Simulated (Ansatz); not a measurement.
# ZnPt: the cost of one run

Method: DFT PBEsol, with the methods named in each step, in Ansatz 0.2.0.

**1. The starting structure**

Symmetry: P4/mmm, No. 123, tetragonal system. The conventional cell has a = 2.851 Å, b = 2.851 Å, c = 3.495 Å, α = 90.00°, β = 90.00°, γ = 90.00°. Zn (site symmetry 4/mmm) is surrounded by 8 Pt at 2.67 Å and 4 Zn at 2.85 Å. Pt (site symmetry 4/mmm) is surrounded by 8 Zn at 2.67 Å and 4 Pt at 2.85 Å.

Coordinates:

```xyz
2
Lattice="2.8509 0.0000 0.0000 0.0000 2.8509 0.0000 0.0000 0.0000 3.4946" Properties=species:S:1:pos:R:3 pbc="T T T"
Zn    1.4254    1.4254    1.7473
Pt    0.0000    0.0000    0.0000
```

Whether this phase is the stable one at these pressures isn't tested.

Atoms are numbered in the order of the input: Zn1, Pt2.

**2. The reference volume, LAPW**

File input.yaml:

```yaml
crystal:
  lattice:
    - [2.8508629653, 0.0, 0.0]
    - [0.0, 2.8508629653, 0.0]
    - [0.0, 0.0, 3.49456488]
  atoms:
    - { symbol: Zn, position: [0.5, 0.5, 0.5] }
    - { symbol: Pt, position: [0.0, 0.0, 0.0] }
kpoints:
  mp_grid: { grid: [13, 13, 10] }
  band_path:
    path:
      - [0.0, 0.0, 0.0]
      - [0.0, 0.5, 0.0]
      - [0.5, 0.5, 0.0]
      - [0.0, 0.0, 0.0]
      - [0.0, 0.0, 0.5]
      - [0.0, 0.5, 0.5]
      - [0.5, 0.5, 0.5]
      - [0.0, 0.0, 0.5]
      - [0.0, 0.5, 0.0]
    npoints: 14
scf:
  occupations: { method: fermi_dirac, width: 0.05 }
hamiltonian:
  xc: pbesol
  pseudopotentials: { kind: all_electron, lapw: { basis_error: 0.001 } }
output:
  forces: true
  stress: true
  eigenvalues: true
  populations: true
```

The run is started by

```bash
$ ansatz run input.yaml --threads 1 --pin off --max-ram 2048MiB --backend cpu --events-out ev --progress --plain --runs-dir out
```

What time and memory should one allow on 1 thread of Arm Neoverse V2, shared host?

About 58 s, with a peak of 0.71 GiB.
